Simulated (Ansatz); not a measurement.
# Ti2VO6: the cost of one run

Computed with Ansatz 0.2.0 (DFT PBE, scalar-relativistic, plane waves, PAW, unless a step's input says otherwise).

## (1) The starting structure

Symmetry: C222, No. 21, orthorhombic system. Conventional cell: a = 5.738 Å, b = 9.831 Å, c = 6.279 Å, α = 90.00°, β = 90.00°, γ = 90.00°. Ti (site symmetry 2) has 4 O at 1.82 to 1.83 Å in its first shell of neighbours. V (site symmetry 222) is surrounded by 4 O at 1.76 Å. Around O (site symmetry 1) lie 1 V at 1.76 Å and 1 Ti at 1.83 Å. Around O (site symmetry 2) lie 2 Ti at 1.82 Å.

As a file:

```cif
data_structure
_symmetry_space_group_name_H-M 'C222'
_symmetry_Int_Tables_number 21
_cell_length_a 5.7378
_cell_length_b 9.8308
_cell_length_c 6.2791
_cell_angle_alpha 90.000
_cell_angle_beta 90.000
_cell_angle_gamma 90.000
_cell_volume 354.18
loop_
_atom_site_label
_atom_site_type_symbol
_atom_site_symmetry_multiplicity
_atom_site_Wyckoff_symbol
_atom_site_fract_x
_atom_site_fract_y
_atom_site_fract_z
_atom_site_occupancy
Ti1 Ti 4 k 0.25000 0.25000 0.33278 1
V1 V 2 a 0.00000 0.00000 0.00000 1
O1 O 8 l 0.17509 0.10504 0.16210 1
O2 O 4 h 0.50000 0.78971 0.50000 1
```

It is the end of an earlier relaxation with the same method, from a generated guess; it is a trial structure. At a tolerance of 0.05 Å it has space group C222 (No. 21); it has 19.68 Å³/atom, an uncorrected energy of -2.77 eV/atom over the elements.

## (2) Static run: bands, density of states and charges

The input, input.yaml:

```yaml
crystal:
  lattice:
    - [2.8688764875, -4.9154116768, 0.0]
    - [2.8688764875, 4.9154116768, 0.0]
    - [0.0, 0.0, 6.2791103882]
  atoms:
    - { symbol: Ti, position: [0.0, 0.5, 0.3327845366] }
    - { symbol: Ti, position: [0.5, 0.0, 0.6672154634] }
    - { symbol: V, position: [0.0, 0.0, 0.0], spin: 0.6 }
    - { symbol: O, position: [0.0700408652, 0.2801302525, 0.1621011675] }
    - { symbol: O, position: [0.710289197, 0.289710803, 0.5] }
    - { symbol: O, position: [0.7198697475, 0.9299591348, 0.8378988325] }
    - { symbol: O, position: [0.2801302525, 0.0700408652, 0.8378988325] }
    - { symbol: O, position: [0.289710803, 0.710289197, 0.5] }
    - { symbol: O, position: [0.9299591348, 0.7198697475, 0.1621011675] }
basis:
  ecutwfc: 420
kpoints:
  mp_grid: { grid: [8, 8, 6] }
  band_path:
    path:
      - [[0.0, 0.0, 0.0], [-0.5, 0.5, 0.0], [-0.33516162, 0.66483838, 0.0]]
      - [[0.33516162, 0.33516162, 0.0], [0.0, 0.0, 0.0], [0.0, 0.0, 0.5], [0.33516162, 0.33516162, 0.5]]
      - [[-0.33516162, 0.66483838, 0.5], [-0.5, 0.5, 0.5], [-0.5, 0.5, 0.0]]
      - [[0.0, 0.0, 0.0], [0.0, 0.5, 0.0], [0.0, 0.5, 0.5], [0.0, 0.0, 0.5], [-0.5, 0.5, 0.5]]
    npoints: 14
hamiltonian:
  xc: pbe
scf:
  occupations: { method: gaussian, width: 0.1 }
  n_extra_bands: 22
output:
  forces: true
  stress: true
  eigenvalues: true
  populations: true
  dos: { projected: true, de: 0.02, nscf_kmesh: { grid: [10, 10, 8] } }
  bader: true
  write_density: true
  write_potential: true
  elf: true
  volumetric_format: npy
magnetization:
  spin_polarized: true
checkpoint:
  read: start.run
  write: ck
  compress: false
  write_wavefunctions: false
  write_every: 100000
```

Command:

```bash
$ ansatz run input.yaml --threads 4 --pin off --max-ram 8192MiB --backend cpu --events-out ev --progress --plain --runs-dir out
```

Q: Estimate wall time and peak memory on 4 threads of Arm Neoverse V2, shared host.

About 3.1 min, with a peak of 1.6 GiB.
